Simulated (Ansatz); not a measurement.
# AsH₄NTe: basis-set convergence

An exercise on one series of results from a longer session: the logs are not shown, and one member is left open.

The runs use Ansatz 0.2.0, Gaussian basis; one geometry, several basis sets.

Levels to be run: PBE0-D4/def2-SVP; ωB97M-V/def2-SVP; PBE0-D4/def2-QZVPP; ωB97M-V/def2-QZVPP; the functionals' def2-TZVPP values are taken from earlier runs.

## The relaxed structure

All runs share one geometry, relaxed beforehand with PBE0-D4 in a triple-zeta def2 set. Te takes the def2 core potential; no spin-orbit term is included.

SMILES `N[AsH][TeH]`, 7 atoms, charge 0, spin multiplicity 1.

Atoms are counted from 1 here; the program's logs count them from 0.

Bond lengths: N1–As2 1.841 Å, N1–H4 1.012 Å, N1–H5 1.011 Å, As2–Te3 2.615 Å, As2–H6 1.520 Å, Te3–H7 1.659 Å. Angles: As2–N1–H4 111.4°, As2–N1–H5 115.3°, H4–N1–H5 108.9°, N1–As2–Te3 106.7°, N1–As2–H6 94.1°, Te3–As2–H6 92.6°, As2–Te3–H7 94.8°.

The first run:

in.yaml

```yaml
crystal:
  periodic: [false, false, false]
  atoms:
    - {symbol: N, position_ang: [-1.035659, 0.748119, -0.623670]}
    - {symbol: As, position_ang: [-0.689063, -0.062710, 0.992521]}
    - {symbol: Te, position_ang: [1.066685, -1.943696, 0.527353]}
    - {symbol: H, position_ang: [-1.702288, 0.217121, -1.168469]}
    - {symbol: H, position_ang: [-0.222872, 0.936793, -1.194830]}
    - {symbol: H, position_ang: [0.384342, 0.938670, 1.388661]}
    - {symbol: H, position_ang: [2.260055, -0.902297, 0.032835]}
basis:
  gaussian: {orbitals: def2-SVP}
hamiltonian: {xc: pbe0, dispersion: d4}
output: {orbitals: {seedname: orbitals}}
```

Steps of the session up to this table: PBE0-D4 in def2-SVP; ωB97M-V in def2-SVP; PBE0-D4 in def2-QZVPP; ωB97M-V in def2-QZVPP.

One of the session's tables, all rows but one given; the rest of the session is left out.

```
functional       basis  HOMO (eV)
   PBE0-D4    def2-SVP          ?
   PBE0-D4  def2-TZVPP      -6.36
   PBE0-D4  def2-QZVPP      -6.39
   ωB97M-V    def2-SVP      -8.29
   ωB97M-V  def2-TZVPP      -8.44
   ωB97M-V  def2-QZVPP      -8.47
```

**Question.** Estimate the row for PBE0-D4, def2-SVP.

**Answer.** HOMO (eV): -6.24. In the column «HOMO (eV)» it is the highest.
